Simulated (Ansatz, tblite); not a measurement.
# The cluster Ag7Sn−: one state, many levels

Aim: run the singlet of the cluster Ag7Sn− at one geometry on many levels, and compare frontier levels, spin and run time.

Program: Ansatz 0.2.0, Gaussian basis. Level of theory: as each input shows. These are calculated values, not measurements.

Plan: GFN1-xTB, PBE-D4/def2-TZVPD, r2SCAN-D4/def2-TZVPD, B2PLYP/def2-TZVPD, r2SCAN0-D4/def2-TZVPD, HF/def2-TZVPD, RPA/def2-TZVPD.

4 further runs of the same task are left out: 2 that didn't finish, 2 set aside as unsound or not needed. Runs told in other sessions of the task aren't counted.

**1. The structure**

The singlet was relaxed beforehand with r2SCAN-D4/def2-SVPD. At that level it is the lowest of the isomers that a small search found.

8 atoms, charge -1, spin multiplicity 1.

Bond lengths: Ag1–Ag2 2.834 Å, Ag1–Ag3 2.776 Å, Ag1–Ag4 3.052 Å, Ag1–Ag6 2.776 Å, Ag1–Ag7 2.957 Å, Ag1–Sn8 2.847 Å, Ag2–Ag3 3.012 Å, Ag2–Ag4 2.834 Å, Ag2–Ag7 2.643 Å, Ag3–Ag4 2.777 Å, Ag3–Sn8 2.742 Å, Ag4–Ag6 2.774 Å, Ag4–Ag7 2.959 Å, Ag4–Sn8 2.847 Å, Ag5–Ag6 2.729 Å, Ag5–Ag7 2.667 Å, Ag6–Ag7 2.799 Å, Ag6–Sn8 2.851 Å. Angles: Ag2–Ag1–Ag3 64.9°, Ag2–Ag1–Ag4 57.4°, Ag2–Ag1–Ag6 101.7°, Ag2–Ag1–Ag7 54.3°, Ag2–Ag1–Sn8 109.3°, Ag3–Ag1–Ag4 56.7°, Ag3–Ag1–Ag6 105.7°, Ag3–Ag1–Ag7 107.4°, Ag3–Ag1–Sn8 58.4°, Ag4–Ag1–Ag6 56.6°, Ag4–Ag1–Ag7 59.0°, Ag4–Ag1–Sn8 57.6°, Ag6–Ag1–Ag7 58.3°, Ag6–Ag1–Sn8 60.9°, Ag7–Ag1–Sn8 108.2°, Ag1–Ag2–Ag3 56.6°, Ag1–Ag2–Ag4 65.2°, Ag1–Ag2–Ag7 65.3° and more.

Ag, Sn take a core potential in the def2 sets. No spin-orbit coupling is included. The ion is computed in the gas phase, without counter-ions or solvent.

PBE0-D4/def2-TZVPD was run before; its log isn't repeated, and its numbers join the tables.

**2. GFN1-xTB**

Tight binding, by tblite at 300 K electronic temperature and without a spin-polarisation term:

```python
tblite.interface.Calculator('GFN1-xTB', numbers, positions, charge=-1, uhf=0).singlepoint()
```

Energy -805.5787 eV, HOMO -3.51 eV, LUMO -2.90 eV; 0.018 s.

**3. PBE-D4/def2-TZVPD**

start.molden holds the orbitals of an earlier run on this state, given as this run's starting guess.

Input file in.yaml:

```yaml
crystal:
  periodic: [false, false, false]
  atoms:
    - {symbol: Ag, position_ang: [-2.354987, -2.154527, -0.520184]}
    - {symbol: Ag, position_ang: [0.089651, -2.022118, -1.947844]}
    - {symbol: Ag, position_ang: [-1.157950, -4.606503, -1.033254]}
    - {symbol: Ag, position_ang: [0.309494, -3.008344, 0.699992]}
    - {symbol: Ag, position_ang: [-0.754360, 1.160579, 2.167063]}
    - {symbol: Ag, position_ang: [-1.549931, -1.446453, 2.040474]}
    - {symbol: Ag, position_ang: [-0.189947, -0.193045, -0.060699]}
    - {symbol: Sn, position_ang: [-2.168671, -4.172388, 1.478952]}
basis:
  gaussian: {orbitals: def2-TZVPD, initial_orbitals: start.molden}
total_charge: -1
hamiltonian: {xc: pbe, dispersion: d4}
scf: {omitted_lower_state_checks: [starts]}
output: {forces: true, orbitals: {seedname: orbitals}}
```

Run with:

```bash
$ ansatz run in.yaml --threads 4 --pin off --events-out ev --progress --plain --max-ram 4787MiB
```

Further steps of the session: r2SCAN-D4/def2-TZVPD; B2PLYP/def2-TZVPD; r2SCAN0-D4/def2-TZVPD; HF/def2-TZVPD; RPA/def2-TZVPD.

Before running them: what should the planned runs give, taken together? Wanted: gap in def2-TZVPD, named functionals and Hartree-Fock, smallest and largest.

**Answer**, as computed:

| quantity | value |
| --- | --- |
| gap in def2-TZVPD, named functionals and Hartree-Fock, smallest and largest | 0.91 eV (PBE-D4), 4.64 eV (HF) |

**Reading.** Over the named functionals and Hartree-Fock in def2-TZVPD the gap runs from 0.91 eV (PBE-D4) to 4.64 eV (HF); exact exchange widens it.
